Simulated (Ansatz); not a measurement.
# ClH4NSi + HF: a complex and its separated parts

Aim: how far the complex at one end of a reaction step lies below its separated, relaxed parts, level by level.

Method: PBE0-D4/def2-TZVP structures, single points in def2-TZVPP, no counterpoise correction; program: Ansatz 0.2.0, Gaussian basis.

Levels: SPW92, PBE-D4, BLYP-D4, r2SCAN-D4, B97M-V, PBE0-D4, B3LYP-D4, r2SCAN0-D4, BHLYP-D4, CAM-B3LYP-D4, wB97X-V, wB97M-V, B2PLYP, PBE-QIDH, RPA on PBE, Hartree-Fock, MP2, CCSD, CCSD(T).

Correlated methods freeze the cores. B3LYP uses VWN-RPA correlation. B2PLYP carries no dispersion term here.

94 further runs of the same task are left out: 94 set aside as unsound or not needed.

## (1) The system as given

The complex: 9 atoms, charge 0, spin multiplicity 1.

Atoms are counted from 1 here; the program's logs count them from 0.

Bond lengths: Si1–N2 1.739 Å, Si1–H3 1.482 Å, Si1–H4 1.477 Å, Si1–Cl5 2.040 Å, N2–H8 1.013 Å, N2–H9 1.013 Å, H6–F7 0.950 Å. Angles: N2–Si1–H3 113.9°, N2–Si1–H4 106.9°, N2–Si1–Cl5 107.3°, H3–Si1–H4 111.1°, H3–Si1–Cl5 106.7°, H4–Si1–Cl5 110.8°, Si1–N2–H8 116.2°, Si1–N2–H9 115.2°, H8–N2–H9 108.9°.

Geometry (Å):

```
Si   -0.77347   -0.66208   -0.48223
N     0.80407   -0.05559   -0.07315
H    -0.76891   -1.65821   -1.57950
H    -1.34854   -1.23272    0.75313
Cl   -1.88284    0.92171   -1.13346
H     0.64547    1.19808    1.10746
F     0.59079    1.83629    1.80858
H     1.33449    0.35585   -0.83132
H     1.39893   -0.70322    0.43039
```

Its parts: ClH4NSi holds atoms 1, 2, 3, 4, 5, 8, 9; HF holds atoms 6, 7. Each part counts its atoms afresh in its own runs.

## (2) Relaxing ClH4NSi alone

File relax-a/in.yaml:

```yaml
crystal:
  periodic: [false, false, false]
  atoms:
    - {symbol: Si, position_ang: [-0.773472, -0.662079, -0.482231]}
    - {symbol: N, position_ang: [0.804074, -0.055586, -0.073147]}
    - {symbol: H, position_ang: [-0.768906, -1.658211, -1.579500]}
    - {symbol: H, position_ang: [-1.348538, -1.232720, 0.753134]}
    - {symbol: Cl, position_ang: [-1.882835, 0.921713, -1.133464]}
    - {symbol: H, position_ang: [1.334487, 0.355846, -0.831322]}
    - {symbol: H, position_ang: [1.398926, -0.703222, 0.430388]}
basis:
  gaussian: {orbitals: def2-TZVP}
hamiltonian: {xc: pbe0, dispersion: d4}
relax: {f_tol: 0.005, max_steps: 200}
```

Run with:

```sh
$ ansatz run in.yaml --threads 4 --pin off --events-out ev --progress --plain --max-ram 9574MiB
```

After this run come: Relaxing HF alone; SPW92/def2-TZVPP; PBE-D4/def2-TZVPP; BLYP-D4/def2-TZVPP; r2SCAN-D4/def2-TZVPP; B97M-V/def2-TZVPP; PBE0-D4/def2-TZVPP; B3LYP-D4/def2-TZVPP; r2SCAN0-D4/def2-TZVPP; BHLYP-D4/def2-TZVPP; CAM-B3LYP-D4/def2-TZVPP; wB97X-V/def2-TZVPP; wB97M-V/def2-TZVPP; B2PLYP/def2-TZVPP; PBE-QIDH/def2-TZVPP; RPA on PBE/def2-TZVPP; CCSD(T)/def2-TZVPP; Vibrations of ClH4NSi; Vibrations of HF.

What does the calculation give? Wanted: complex less parts, CCSD(T)/def2-TZVPP; with zero-point energy; largest T1 diagnostic.

As calculated:

```
                              quantity      value
complex less parts, CCSD(T)/def2-TZVPP  -0.280 eV
                with zero-point energy  -0.184 eV
                 largest T1 diagnostic      0.009
```

What this shows: At CCSD(T) the complex lies 0.280 eV below its parts. B2PLYP is the best functional here (+0.002 eV from CCSD(T)); SPW92 is the worst (-0.235 eV). By rung, the mean size of the error is: LDA 0.235, GGA 0.071, meta-GGA 0.033, hybrid 0.039, range-separated hybrid 0.034, double hybrid 0.008 eV. PBE-D4 gives a relative energy 0.086 eV too low, outside chemical accuracy (1 kcal/mol, 0.043 eV). No counterpoise was applied, and triple zeta lacks some correlation, so the CCSD(T) reference has a basis error of its own, and close matches with it are partly luck.
